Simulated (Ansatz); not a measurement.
What does this script print? It uses Ansatz 0.2.0 through its Python package.

Contents of `ca3asp.cif`:
```cif
data_Ca3AsP
_cell_length_a 5.333899
_cell_length_b 5.333899
_cell_length_c 5.333899
_cell_angle_alpha 90.00000
_cell_angle_beta 90.00000
_cell_angle_gamma 90.00000
_symmetry_space_group_name_H-M 'P 1'
_symmetry_Int_Tables_number 1
loop_
_symmetry_equiv_pos_as_xyz
'x, y, z'
loop_
_atom_site_label
_atom_site_type_symbol
_atom_site_fract_x
_atom_site_fract_y
_atom_site_fract_z
Ca1 Ca    0.000000    0.500000    0.500000
Ca2 Ca    0.500000    0.000000    0.500000
Ca3 Ca    0.500000    0.500000    0.000000
P4 P    0.500000    0.500000    0.500000
As5 As    0.000000    0.000000    0.000000
```

`ecut_ca3asp.py`:
```python
# -*- coding: utf-8 -*-
'''Cutoff test for Ca3AsP.'''

import ansatz as az
from ase.io import read

atoms = read('ca3asp.cif')
ca3asp = az.Crystal.from_ase(atoms)

job = ca3asp.calculation().functional('pbesol').kpoints(4).occupations('fixed')

rows = []
for value in [250, 350, 450, 550, 650, 750]:
    report = job.basis(value).run(threads=1, backend='cpu').report
    rows.append((value, report['free_energy_ev'] / len(report['lattice']['sites']), report['n_iterations'], report['n_pw']))

print(' cutoff (eV)   F/atom (eV)    iterations   plane waves')
for row in rows:
    print(f'{str(row[0]):>12s}  {row[1]:12.5f}  {row[2]:12d}  {row[3]:12d}')

# differences from the last row
for row in rows[:-1]:
    shift = 1000 * (row[1] - rows[-1][1])
    print(f'{row[0]}: {shift:+.2f} meV/atom' + ('  (within 2 meV)' if abs(shift) < 2 else ''))
```

Output of `python ecut_ca3asp.py`:
```text
DeckWarning: basis.ecutwfc = 250 eV is below the records' recommended 420 eV, and the density's cutoff is lower with it unless basis.ecutrho_ratio is high enough to keep the records' density cutoff: compare with a run at a higher cutoff
DeckWarning: basis.ecutwfc = 350 eV is below the records' recommended 420 eV, and the density's cutoff is lower with it unless basis.ecutrho_ratio is high enough to keep the records' density cutoff: compare with a run at a higher cutoff
 cutoff (eV)   F/atom (eV)    iterations   plane waves
         250   -2187.42770             7          1357
         350   -2187.70061             7          2301
         450   -2187.70323             7          3287
         550   -2187.70340             7          4457
         650   -2187.70345             7          5695
         750   -2187.70347             7          7075
250: +275.77 meV/atom
350: +2.85 meV/atom
450: +0.24 meV/atom  (within 2 meV)
550: +0.07 meV/atom  (within 2 meV)
650: +0.02 meV/atom  (within 2 meV)
```
(Warnings from the package without file and line.)

From 450 eV on it stays within 2 meV an atom of the value at 750 eV; the first row (250 eV) is off by 275.8 meV and the last but one by 0.02 meV. The energy falls steadily, as expected when plane waves are added.

Reading the output:
- This cell is a computed structure, which may not be the phase found in nature.
- Shifts are counted from the last row, which is itself no proven limit.
- Run time: 14 s on 1 thread of Intel(R) Xeon(R) Processor @ 2.30GHz, on a shared host, peak memory 0.73 GiB.
